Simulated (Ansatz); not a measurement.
# C₂H₅CuN₂: a ladder of functionals and wavefunction methods

One table from this session's results is given with a row withheld; the runs are named, their logs left out.

Method: functionals in def2-TZVPP, the program's frozen cores in correlated methods; program: Ansatz 0.2.0, Gaussian basis.

Levels to be run: LDA (SPW92), PBE-D4, revPBE-D4, BLYP-D4, r2SCAN-D4, B97M-V, PBE0-D4, B3LYP-D4, r2SCANh-D4, r2SCAN0-D4, HSE06-D4, BHLYP-D4, CAM-B3LYP-D4, LC-ωPBE, ωB97X-V, ωB97M-V, B2PLYP, PBE-QIDH; CCSD(T)/def2-SVP; CCSD(T)/def2-TZVPP; MP2/def2-QZVPP; extrapolation to the limit; RPA on PBE.

## The relaxed structure

An earlier PBE0-D4 in a triple-zeta def2 set relaxation fixed the geometry.

SMILES `CC#[N+][Cu-][NH2]`, 10 atoms, charge 0, spin multiplicity 1.

Atoms are counted from 1 here; the program's logs count them from 0.

Bond lengths: C1–C2 1.444 Å, C1–H6 1.091 Å, C1–H7 1.091 Å, C1–H8 1.091 Å, C2–N3 1.147 Å, N3–Cu4 1.829 Å, Cu4–N5 1.819 Å, N5–H9 1.014 Å, N5–H10 1.014 Å. Angles: C2–C1–H6 109.9°, C2–C1–H7 109.8°, C2–C1–H8 110.0°, H6–C1–H7 109.0°, H6–C1–H8 109.1°, H7–C1–H8 109.0°, C1–C2–N3 179.9°, C2–N3–Cu4 179.3°, N3–Cu4–N5 176.1°, Cu4–N5–H9 114.3°, Cu4–N5–H10 114.3°, H9–N5–H10 105.8°.

The first run:

Input file in.yaml:

```yaml
crystal:
  periodic: [false, false, false]
  atoms:
    - {symbol: C, position_ang: [-0.795381, -1.980879, 1.642833]}
    - {symbol: C, position_ang: [-0.359951, -0.943376, 0.738511]}
    - {symbol: N, position_ang: [-0.014467, -0.117671, 0.020708]}
    - {symbol: Cu, position_ang: [0.531373, 1.213675, -1.108422]}
    - {symbol: N, position_ang: [1.105800, 2.449556, -2.312547]}
    - {symbol: H, position_ang: [-0.435002, -1.770504, 2.651370]}
    - {symbol: H, position_ang: [-1.885827, -2.025000, 1.657348]}
    - {symbol: H, position_ang: [-0.404626, -2.947076, 1.318784]}
    - {symbol: H, position_ang: [0.387314, 3.093174, -2.624915]}
    - {symbol: H, position_ang: [1.870777, 3.028103, -1.983660]}
basis:
  gaussian: {orbitals: def2-TZVPP}
hamiltonian: {xc: lda}
output: {orbitals: {seedname: orbitals}}
```

Started as:

```console
ansatz run in.yaml --threads 4 --pin off --events-out ev --progress --plain --max-ram 10444MiB
```

Among the steps run: LDA; PBE-D4 (GGA); revPBE-D4 (GGA); BLYP-D4 (GGA); r2SCAN-D4 (meta-GGA); B97M-V (meta-GGA); B3LYP-D4 (hybrid); r2SCANh-D4 (hybrid); r2SCAN0-D4 (hybrid); HSE06-D4 (hybrid); BHLYP-D4 (hybrid); CAM-B3LYP-D4 (range-separated); LC-ωPBE (range-separated); ωB97X-V (range-separated); ωB97M-V (range-separated); B2PLYP (double hybrid); PBE-QIDH (double hybrid).

One of the session's tables, all rows but one given; the rest of the session is left out.

It belongs to the step «Orbital energies across the functionals». 

```
  functional  HOMO (eV)  gap (eV)
 LDA (SPW92)      -4.04      2.39
      PBE-D4      -3.83      2.40
   revPBE-D4      -3.75      2.41
     BLYP-D4      -3.70      2.39
   r2SCAN-D4      -3.95      2.74
      B97M-V      -3.93      2.76
     PBE0-D4      -4.86      4.35
    B3LYP-D4      -4.68      3.93
  r2SCANh-D4      -4.35      3.47
  r2SCAN0-D4      -4.98      4.61
    HSE06-D4      -4.46      3.58
    BHLYP-D4      -5.90      6.44
CAM-B3LYP-D4      -6.21      6.80
     LC-ωPBE      -7.53      9.31
     ωB97X-V          ?         ?
     ωB97M-V      -7.13      8.42
```

Estimate the missing values for ωB97X-V.

The run gave: HOMO (eV): -7.17; gap (eV): 8.87. In the column «HOMO (eV)» it lies between LC-ωPBE (-7.53) and ωB97M-V (-7.13).
